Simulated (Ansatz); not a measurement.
**C₆H₁₀AlFO₂: one species, many methods**

An exercise on one series of results from a longer session: the logs are not shown, and one member is left open.

Method: functionals in def2-TZVPP, the program's frozen cores in correlated methods; program: Ansatz 0.2.0, Gaussian basis.

The runs, in order: LDA (SPW92), PBE-D4, revPBE-D4, BLYP-D4, r2SCAN-D4, B97M-V, PBE0-D4, B3LYP-D4, r2SCANh-D4, r2SCAN0-D4, HSE06-D4, BHLYP-D4, CAM-B3LYP-D4, LC-ωPBE, ωB97X-V, ωB97M-V, B2PLYP, PBE-QIDH; CCSD(T)/def2-SVP; CCSD(T)/def2-TZVPP; MP2/def2-QZVPP; extrapolation to the limit; RPA on PBE.

### Structure used throughout

An earlier PBE0-D4 in a triple-zeta def2 set relaxation fixed the geometry.

20 atoms, charge 0, spin multiplicity 1.

Atoms are counted from 1 here; the program's logs count them from 0.

Bond lengths: C1–C2 1.490 Å, C1–H11 1.088 Å, C1–H12 1.093 Å, C1–H13 1.093 Å, C2–C3 1.395 Å, C2–O10 1.274 Å, C3–C4 1.395 Å, C3–H14 1.080 Å, C4–C5 1.490 Å, C4–O6 1.274 Å, C5–H15 1.093 Å, C5–H16 1.088 Å, C5–H17 1.093 Å, O6–Al7 1.822 Å, Al7–C8 1.939 Å, Al7–F9 1.665 Å, Al7–O10 1.822 Å, C8–H18 1.094 Å and more. Angles: C2–C1–H11 112.5°, C2–C1–H12 109.0°, C2–C1–H13 108.9°, H11–C1–H12 109.7°, H11–C1–H13 109.7°, H12–C1–H13 106.9°, C1–C2–C3 120.6°, C1–C2–O10 115.6°, C3–C2–O10 123.8°, C2–C3–C4 123.1°, C2–C3–H14 118.5°, C4–C3–H14 118.4°, C3–C4–C5 120.6°, C3–C4–O6 123.8°, C5–C4–O6 115.6°, C4–C5–H15 109.0°, C4–C5–H16 112.5°, C4–C5–H17 108.9° and more.

Set-up of the first run:

Contents of in.yaml:

```yaml
crystal:
  periodic: [false, false, false]
  atoms:
    - {symbol: C, position_ang: [1.153833, -2.121851, -1.640503]}
    - {symbol: C, position_ang: [0.601574, -0.967648, -0.876127]}
    - {symbol: C, position_ang: [-0.694792, -0.511947, -1.117084]}
    - {symbol: C, position_ang: [-1.276324, 0.539864, -0.408694]}
    - {symbol: C, position_ang: [-2.680063, 0.956615, -0.686688]}
    - {symbol: O, position_ang: [-0.677556, 1.196178, 0.505005]}
    - {symbol: Al, position_ang: [1.078744, 1.050599, 0.968706]}
    - {symbol: C, position_ang: [1.347207, 0.795018, 2.871773]}
    - {symbol: F, position_ang: [1.878829, 2.287605, 0.193656]}
    - {symbol: O, position_ang: [1.382654, -0.457635, -0.007843]}
    - {symbol: H, position_ang: [0.443907, -2.521849, -2.361702]}
    - {symbol: H, position_ang: [1.446413, -2.906317, -0.938264]}
    - {symbol: H, position_ang: [2.062212, -1.801892, -2.156793]}
    - {symbol: H, position_ang: [-1.283219, -1.010514, -1.873135]}
    - {symbol: H, position_ang: [-3.262615, 0.881915, 0.234764]}
    - {symbol: H, position_ang: [-3.146494, 0.356151, -1.465153]}
    - {symbol: H, position_ang: [-2.684507, 2.008846, -0.981611]}
    - {symbol: H, position_ang: [1.052038, 1.681738, 3.440790]}
    - {symbol: H, position_ang: [2.398589, 0.602885, 3.105972]}
    - {symbol: H, position_ang: [0.767872, -0.048361, 3.259433]}
basis:
  gaussian: {orbitals: def2-TZVPP}
hamiltonian: {xc: lda}
output: {orbitals: {seedname: orbitals}}
```

The run is started by

```sh
ansatz run in.yaml --threads 4 --pin off --events-out ev --progress --plain --max-ram 46080MiB --backend cuda --devices 0, --max-vram 37GiB
```

Among the steps run: LDA; PBE-D4 (GGA); revPBE-D4 (GGA); BLYP-D4 (GGA); r2SCAN-D4 (meta-GGA); B97M-V (meta-GGA); PBE0-D4 (hybrid); B3LYP-D4 (hybrid); r2SCANh-D4 (hybrid); r2SCAN0-D4 (hybrid); HSE06-D4 (hybrid); BHLYP-D4 (hybrid); CAM-B3LYP-D4 (range-separated); LC-ωPBE (range-separated); ωB97X-V (range-separated); ωB97M-V (range-separated); B2PLYP (double hybrid); PBE-QIDH (double hybrid).

One table of the session follows, with a row left open; its other results are not shown here.

It belongs to the step «Orbital energies across the functionals». 

| functional | HOMO (eV) | LUMO (eV) | gap (eV) |
| --- | --- | --- | --- |
| LDA (SPW92) | -6.53 | -3.18 | 3.35 |
| PBE-D4 | -6.35 | -2.94 | 3.41 |
| revPBE-D4 | -6.28 | -2.85 | 3.43 |
| BLYP-D4 | -6.21 | -2.82 | 3.40 |
| r2SCAN-D4 | -6.58 | -2.80 | 3.78 |
| B97M-V | -6.62 | -2.71 | 3.91 |
| PBE0-D4 | -7.51 | -2.07 | 5.44 |
| B3LYP-D4 | -7.32 | -2.29 | 5.03 |
| r2SCANh-D4 | -7.02 | -2.48 | 4.55 |
| r2SCAN0-D4 | -7.68 | -1.99 | 5.69 |
| HSE06-D4 | -7.12 | -2.45 | 4.67 |
| BHLYP-D4 | -8.55 | -1.03 | 7.51 |
| CAM-B3LYP-D4 | ? | ? | ? |
| LC-ωPBE | -10.06 | 0.09 | 10.15 |
| ωB97X-V | -9.74 | 0.07 | 9.82 |
| ωB97M-V | -9.66 | 0.01 | 9.67 |

**Question.** Estimate the row for CAM-B3LYP-D4.

As computed: HOMO (eV): -8.81; LUMO (eV): -0.99; gap (eV): 7.82. In the column «HOMO (eV)» it lies between ωB97M-V (-9.66) and BHLYP-D4 (-8.55).
